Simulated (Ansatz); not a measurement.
Which YAML input does this script hand to the engine? (the Python package of Ansatz (0.2.0))

Script `scf_lipd7.py`:
```python
"""Single point of LiPd7, atoms off their sites."""

from pathlib import Path
import sys

import ansatz as az
import numpy as np

crystal = (
    az.Lattice.of((0.00474, 3.67606, 3.89272), (3.75329, -0.01255, 3.91001), (3.72041, 3.66047, 0.02033))
    .atom("Li", (0.98755, 0.03816, 0.9988))
    .atom("Pd", (0.50014, 0.51408, 0.50904))
    .atom("Pd", (0.97981, 0.97804, 0.50081))
    .atom("Pd", (0.53269, 0.99723, 0.4653))
    .atom("Pd", (0.02233, 0.52195, 0.51514))
    .atom("Pd", (0.48851, 0.48054, 0.01092))
    .atom("Pd", (0.99001, 0.50385, 0.97118))
    .atom("Pd", (0.53562, 0.97164, 0.97051))
)

# functional, basis and sampling
setup = (
    crystal.calculation()
    .functional("PBEsol")
    .basis(470)
    .kpoints(4, 4, 4, center="gamma")
    .occupations("fermi_dirac")
    .density()
    .potential()
    .output_files(volumetric_format=["xsf", "npy"])
    .density_of_states(method="smearing", broadening_width=0.2, nscf_kmesh_spacing=0.3)
    .band_table()
)
try:
    done = setup.run(threads=1)
except az.NonConvergedError as error:
    sys.exit(f"no convergence: {error}")
except az.RefusalError as error:
    sys.exit(f"input refused: {error}")
rep = done.report

energy = rep["free_energy_ev"]
print("LiPd7: {:.6f} eV = {:.6f} Ry = {:.6f} Ha".format(energy, energy / 13.605693, energy / 27.211386))
print("Fermi level {:.4f} eV, {} k-points, {} symmetry operations".format(rep["fermi_energy_ev"], rep["n_kpoints"], rep["n_symmetry_ops"]))

folder = Path(done.write_results("volumes"))
print(sorted(path.name for path in folder.iterdir()))
head = (folder / "rho.xsf").read_text().split("BEGIN_BLOCK")[0]
print(head)

# accept the result only where the loop met its thresholds and nothing is doubted
problems = list(rep["published_state_doubts"])
if not rep["converged"] or rep.get("closed_by") != "deck_thresholds":
    problems.append("loop closed by " + str(rep.get("closed_by")))
print("accepted" if not problems else f"check before use: {problems}")

dos = done.density_of_states()
energy = np.asarray(dos.energies_ev) - dos.fermi_ev
top = min(levels[-1] for levels in rep["eigenvalues_ev"]) - dos.fermi_ev  # the computed bands end here
total = np.asarray(dos.spin_summed_g_bin_mean_per_ev)
print("E - E_F (eV)   states/eV")
for e in np.arange(-6, min(6, top), 1.0):
    print(f"{e:8.1f} {np.interp(e, energy, total):12.3f}")

rho = done.density()
total = sum(ch.density_e_per_ang3 for ch in rho.channels[:2]) if len(rho.channels) < 3 else rho.channels[0].density_e_per_ang3
print("grid", rho.dims, "electrons", round(float(total.mean() * rho.cell_volume_ang3), 4))
print(f"density range {total.min():.4f} to {total.max():.4f} e/A^3")
print(np.array2string(total[:: max(rho.dims[0] // 8, 1), :: max(rho.dims[1] // 8, 1), 0], precision=3, suppress_small=True))
```

`python scf_lipd7.py` gives:
```text
LiPd7: -48547.941845 eV = -3568.207944 Ry = -1784.103972 Ha
Fermi level 19.8798 eV, 36 k-points, 1 symmetry operations
['dos.tsv', 'fields.json', 'rho.npy', 'rho.xsf', 'rho_z.tsv', 'v_es.npy', 'v_es.xsf', 'v_tot.npy', 'v_tot.xsf', 'v_z.tsv']
CRYSTAL
PRIMVEC
    0.004740    3.676060    3.892720
    3.753290   -0.012550    3.910010
    3.720410    3.660470    0.020330
PRIMCOORD
    8    1
    3    3.863852    7.285892    4.013767
   46    3.825699    3.695419    3.967312
   46    5.538731    5.422766    7.648454
   46    5.476525    3.648902    5.982252
   46    3.875668    1.961190    2.138227
   46    1.846548    1.829734    3.780771
   46    5.508976    7.187988    5.843634
   46    7.260081    5.509300    5.903871

accepted
E - E_F (eV)   states/eV
    -6.0        7.923
    -5.0       12.658
    -4.0       12.241
    -3.0       11.683
    -2.0       11.100
    -1.0       12.983
     0.0        9.036
     1.0        1.999
     2.0        2.715
     3.0        1.802
     4.0        2.729
     5.0        2.163
grid (40, 40, 40) electrons 129.0
density range 0.0658 to 13.9440 e/A^3
[[ 7.368  0.921  0.263  5.454 13.399  2.342  0.153  0.078]
 [ 0.193  0.126  0.391  3.255  2.001  0.255  0.104  0.088]
 [ 0.184  0.268  0.265  0.313  0.348  0.436  0.194  0.109]
 [ 2.89   1.5    0.257  0.522  5.983  3.767  0.294  0.395]
 [13.088  1.663  0.345  6.415 13.681  2.075  0.363  6.341]
 [ 4.167  0.306  0.503  4.716  2.416  0.324  0.732  7.997]
 [ 0.223  0.136  0.251  0.373  0.39   0.575  0.554  0.6  ]
 [ 0.119  0.719  0.147  0.54   6.489  4.585  0.359  0.121]]
```

`input.yaml`:
```yaml
crystal:
  lattice:
    - [0.00474, 3.67606, 3.89272]
    - [3.75329, -0.01255, 3.91001]
    - [3.72041, 3.66047, 0.02033]
  atoms:
    - { symbol: Li, position: [0.98755, 0.03816, 0.9988] }
    - { symbol: Pd, position: [0.50014, 0.51408, 0.50904] }
    - { symbol: Pd, position: [0.97981, 0.97804, 0.50081] }
    - { symbol: Pd, position: [0.53269, 0.99723, 0.4653] }
    - { symbol: Pd, position: [0.02233, 0.52195, 0.51514] }
    - { symbol: Pd, position: [0.48851, 0.48054, 0.01092] }
    - { symbol: Pd, position: [0.99001, 0.50385, 0.97118] }
    - { symbol: Pd, position: [0.53562, 0.97164, 0.97051] }
basis:
  ecutwfc: 470.0
kpoints:
  mp_grid: { grid: [4, 4, 4], shift: [0.0, 0.0, 0.0] }
hamiltonian:
  xc: pbesol
scf:
  occupations: { method: fermi_dirac }
output:
  write_density: true
  write_potential: true
  volumetric_format: [xsf, npy]
  dos:
    method: { smearing: { sigma: 0.2 } }
    nscf_kmesh: { kspacing: 0.3 }
  eigenvalues: true
```

The program run on that file:
```console
$ ansatz run input.yaml --threads 1 --pin off --max-ram 3072MiB --backend cpu --events-out ev --progress --plain --runs-dir out
Engine: ansatz 0.2.0, aarch64-unknown-linux-gnu
Pseudopotentials: kind: paw
Pseudopotential: Li, paw, valence charge 3, recommended cutoff 420 eV (normal), Li.paw.azcp
Pseudopotential: Pd, paw, valence charge 18, recommended cutoff 420 eV (normal), Pd.paw.azcp
Functional definition: PBEsol
  exchange = pbesol_x
  correlation = pbesol_c
Crystal: 8 atoms, lattice volume = 106.790 Å³
Basis set: ecut = 470 eV, 2489 PW (Γ)
Bands: 78, of which v1, the nominal top of the filled ones, is band 65 counted from 1 (64 counted from 0)
Symmetry: 1 space group operations
Space group: P1 (ITA 1), of the structure as read, at distance tolerance 4.7e-5 Å
k-points: 36 of 64 (time reversal used)
Non-local potential: Li, projectors of the file, l = 0: 3, l = 1: 2, l = 2: 1
Non-local potential: Pd, projectors of the file, l = 0: 2, l = 1: 2, l = 2: 2, l = 3: 1
PAW form: soft (Blöchl's): semilocal exchange-correlation on the pseudo side does not see the compensation charge
PAW frozen core: Pd, regenerated for the run's functional, and the local potential with it (the file was generated under x = pbe(κ = 0.804, μ = 0.2195149727645171), c = pbe(β = 0.06672455060314922))
PAW one-centre angular grid: Li, 110 points (default); XC on 64 Gauss nodes
PAW one-centre angular grid: Pd, 590 points (default); XC on 64 Gauss nodes
Initial density: superposition of atomic densities (neutral atoms: chi_scale 0, normalization atom), corrected by the library's trained network
Initial wavefunctions: pseudopotential atomic-orbital guess
Functional: x = pbesol(κ = 0.804, μ = 0.12345679012345678), c = pbesol(β = 0.046)
SCF iter   1: F=—  HF=-48547.970529 eV  |F-HF|=—  |Δ(HF+E_count)|=         —  Δρ=1.12e-2  dr2=1.10e-1  ethr=1.77e-3  ⟨swp⟩=5.6  Hψ=10205  notcnv=0  defer=66
preconditioner: auto → Kerker (q_TF=auto, 2.816 Å⁻¹)  [metal: Δε(μ)=0.009 eV  Ē_g=9.058 eV  σ=0.100 eV  W_gap=0.02  n_scr=46 (ndim 8)  ℏωp=30.3 eV  f_vac=0.000  D(μ)=10.52/eV (n_scr^D=144)]
SCF iter   2: F=—  HF=-48547.946461 eV  |F-HF|=—  |Δ(HF+E_count)|=   2.41e-2  Δρ=4.67e-3  dr2=1.90e-2  ethr=8.49e-5  ⟨swp⟩=2.0  Hψ=4526  notcnv=0  defer=97
SCF iter   3: F=—  HF=-48547.941990 eV  |F-HF|=—  |Δ(HF+E_count)|=   4.47e-3  Δρ=8.68e-4  dr2=7.87e-4  ethr=1.47e-5  ⟨swp⟩=2.0  Hψ=3704  notcnv=0  defer=97
SCF iter   4: F=—  HF=-48547.941874 eV  |F-HF|=—  |Δ(HF+E_count)|=   1.16e-4  Δρ=1.92e-4  dr2=8.20e-5  ethr=6.10e-7  ⟨swp⟩=2.4  Hψ=3950  notcnv=0  defer=97
SCF iter   5: F=—  HF=-48547.941849 eV  |F-HF|=—  |Δ(HF+E_count)|=   2.58e-5  Δρ=7.31e-5  dr2=1.22e-5  ethr=6.36e-8  ⟨swp⟩=2.3  Hψ=3528  notcnv=0  defer=97
SCF iter   6: F=—  HF=-48547.941845 eV  |F-HF|=—  |Δ(HF+E_count)|=   3.34e-6  Δρ=3.68e-5  dr2=2.23e-6  ethr=9.46e-9  ⟨swp⟩=2.0  Hψ=3406  notcnv=0  defer=97
SCF iter   7: F=—  HF=-48547.941845 eV  |F-HF|=—  |Δ(HF+E_count)|=   4.31e-7  Δρ=1.08e-5  dr2=1.46e-7  ethr=1.73e-9  ⟨swp⟩=2.3  Hψ=3615  notcnv=0  defer=97
SCF iter   8: F=-48547.941845 eV  HF=-48547.941845 eV  |F-HF|=1.12e-8  |Δ(HF+E_count)|=   3.60e-8  Δρ=3.42e-6  dr2=1.73e-8  ethr=7.75e-11  ⟨swp⟩=7.3  Hψ=7335  notcnv=0
SCF 1 converged in 8 iterations: F = -48547.941845 eV  dr2 = 1.73e-8
  greatest PAW one-centre occupation: 1.000 electrons in one spin orbital (limit 2), on the Li atom at site 0 (counted from 0), in its partial waves of l = 0
NSCF: frozen V_eff on 63 k-points
SCF converged after 8 iterations
Free energy (F): -48547.941845 eV
Harris-Foulkes:  -48547.941845 eV  (|F-HF|=1.12e-8)
Internal energy: -48547.605070 eV  (E = F + TS)
E sigma→0 (E₀):  -48547.773458 eV
Entropy (-TS):   -0.336774 eV (-42.097 meV/atom)
Fermi energy:    19.879789 eV
--- Per-component energies (eV) ---
  E_band       = -1035.511718
  E_kinetic    = 3645.884164
  E_local      = -13515.808374  (includes V_loc(G=0)·N_el)
  E_nonlocal   = 1501.509111
  E_hartree    = 5581.466150
  E_xc         = -1194.792404
  E_vxc        = -1505.827859  (∫ρ·V_xc dr)
  E_paw        = -25816.388189  (= ΣΔE_a)
  E_vpaw       = -2324.205408  (= ΣTr[D̂ρ^β])
  E_aug_tail   = 0.000742  (compensation charges beyond the density's cutoff)
  E_ewald      = -18751.593939
  E_core_change = 2.117669  (= ΣΔE_core)
  E_smearing   = -0.336774  (= −TS)
  E_closure    = 0.000000  (closes the sum)
  Σ components = -48547.941845   (vs F -48547.941845, Δ=0.00e0)
--- Band table (eV; the first three rows and the last of 36) ---
  k-point 0: bands = ["-64.7244", "-64.5760", "-64.5639", "-64.5464", "-64.4549", "-64.3852", "-64.3298", "-31.0488", "-30.7412", "-30.6882", "-30.6432", "-30.6182", "-30.5199", "-30.3949", "-30.2747", "-30.2449", "-30.2275", "-30.2040", "-30.1858", "-30.1424", "-30.1072", "-30.0726", "-30.0289", "-30.0245", "-29.9986", "-29.9912", "-29.9502", "-29.9297", "-24.3878", "12.1865", "13.2192", "13.4223", "13.7228", "13.8240", "13.9869", "14.1432", "14.2846", "14.3633", "14.4986", "14.7747", "15.9227", "16.1234", "16.1951", "16.3177", "16.5840", "16.8049", "17.1620", "17.6922", "17.7112", "17.9111", "17.9549", "18.6665", "19.0538", "19.4200", "19.4486", "19.5235", "19.6166", "19.6363", "19.7633", "19.8112", "19.8717", "19.9206", "20.0740", "20.1392", "20.3286", "20.6749", "20.8282", "21.0073", "21.1549", "22.7426", "23.5807", "23.7534", "26.7968", "27.0675", "27.1855", "28.3781", "29.6836", "30.5945"]
  k-point 1: bands = ["-64.7213", "-64.5770", "-64.5644", "-64.5464", "-64.4531", "-64.3880", "-64.3306", "-31.0181", "-30.7237", "-30.6701", "-30.6150", "-30.5825", "-30.4878", "-30.3605", "-30.3063", "-30.2463", "-30.2265", "-30.2127", "-30.1989", "-30.1596", "-30.1153", "-30.0986", "-30.0583", "-30.0343", "-30.0214", "-30.0033", "-29.9764", "-29.9325", "-24.3870", "12.7448", "13.5040", "13.7472", "13.9662", "14.0569", "14.2871", "14.4039", "14.4737", "14.6839", "14.8048", "15.1624", "15.8224", "16.0118", "16.1821", "16.4647", "16.6243", "16.7955", "17.0359", "17.2280", "17.5880", "17.6648", "17.7988", "17.8981", "18.2482", "18.3316", "18.5478", "18.7551", "18.8985", "19.0741", "19.1929", "19.3477", "19.4106", "19.5663", "19.7791", "19.8174", "19.8689", "20.0465", "22.0532", "22.2420", "22.3992", "23.1976", "23.8041", "23.9917", "27.3442", "27.4745", "28.2799", "30.0976", "30.6229", "31.2367"]
  k-point 2: bands = ["-64.7181", "-64.5778", "-64.5652", "-64.5464", "-64.4510", "-64.3911", "-64.3314", "-30.9846", "-30.7104", "-30.6476", "-30.5777", "-30.5557", "-30.4125", "-30.3591", "-30.2944", "-30.2785", "-30.2289", "-30.2227", "-30.1897", "-30.1829", "-30.1632", "-30.1409", "-30.0868", "-30.0606", "-30.0276", "-30.0104", "-29.9871", "-29.9379", "-24.3862", "13.5761", "13.8456", "14.1411", "14.1643", "14.4020", "14.5782", "14.8068", "15.1458", "15.2498", "15.4686", "15.5811", "15.6065", "15.7702", "16.1283", "16.2969", "16.3405", "16.5567", "16.6769", "16.7257", "17.0157", "17.1546", "17.1780", "17.4078", "17.7352", "17.8655", "18.0498", "18.1711", "18.3399", "18.3669", "18.5862", "18.7199", "18.8974", "19.0056", "19.7305", "19.7785", "19.8908", "20.0140", "22.9490", "23.1018", "23.4499", "23.5089", "23.7774", "24.0552", "28.5836", "28.7007", "28.9920", "29.4831", "29.7631", "30.4972"]
  k-point 35: bands = ["-64.7183", "-64.5797", "-64.5622", "-64.5469", "-64.4532", "-64.3885", "-64.3322", "-30.9969", "-30.6957", "-30.6385", "-30.5689", "-30.5392", "-30.4407", "-30.4122", "-30.3311", "-30.2615", "-30.2474", "-30.1949", "-30.1728", "-30.1547", "-30.1321", "-30.1217", "-30.1144", "-30.0598", "-30.0259", "-30.0146", "-29.9817", "-29.9539", "-24.3864", "13.5093", "13.7319", "14.0658", "14.2836", "14.3339", "14.7513", "14.9761", "15.0978", "15.1130", "15.2934", "15.5449", "15.7580", "15.9280", "16.0165", "16.3918", "16.4517", "16.5149", "16.7020", "17.0670", "17.1079", "17.1440", "17.2644", "17.4195", "17.5688", "17.5905", "17.6807", "18.1735", "18.3041", "18.4285", "18.5999", "18.6690", "18.8390", "18.9623", "19.8327", "19.8589", "19.9057", "20.0550", "22.8787", "23.2747", "23.4128", "23.5791", "23.7992", "23.9318", "28.2239", "28.6563", "29.0260", "29.7108", "30.1788", "30.6743"]
```

Caveats:
- Absolute energies stand on the zero of these potentials, so only differences at equal settings mean something. A total without «per atom» is that of the cell as typed.
- The mesh is modest for a metal, so energies can be off by several to tens of meV an atom and pressures by half a GPa or more; differences at equal mesh fare better.
- An absolute Fermi energy rests on an arbitrary zero of the periodic potential and has no direct meaning.
- Grid values close to the nuclei reflect the PAW or pseudopotential construction, not the all-electron fields.
- The cell is a database structure, distorted on purpose.
- The density of states is complete only as far up as bands were computed.
- It ran for 66 s on 1 thread of Arm Neoverse V2, with other jobs on the host, peak memory 0.62 GiB.

(Lines on the test bed's own set-up are left out of the output.)
